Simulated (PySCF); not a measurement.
Molecule: C2GaFClH, in a box.

```xyz
6
Lattice="14.0000 0.0000 0.0000 0.0000 12.0000 0.0000 0.0000 0.0000 14.0000" Properties=species:S:1:pos:R:3 pbc="T T T"
C     8.2992    6.9274    8.6140
C     7.4182    6.6008    7.8585
Ga    6.0518    6.1094    6.6631
F     4.9483    4.8281    7.0662
Cl    5.7107    7.0089    4.7832
H     9.0777    7.2139    9.2848
```

Base run:

```yaml
Program: PySCF 2.14.0
Functional: wB97X
Potentials_or_basis: pob-tzvp-rev2 (all-electron)
k_mesh: 1 × 1 × 1
Occupations: fixed
Spin: no spin polarisation
```

Its results: gap between the frontier levels 11.83 eV.

Q: The run is repeated on the same cell with these changes: functional from wB97X to HCTH407. What comes out?

A: Gap between the frontier levels 5.27 eV.

Caveats: this is a molecule in a periodic box at the Γ point, so its band gap is the HOMO-LUMO gap; relativity is left out, which matters for the heavier elements; the basis of atomic orbitals isn't converged, which shifts pressures, moduli and gaps.

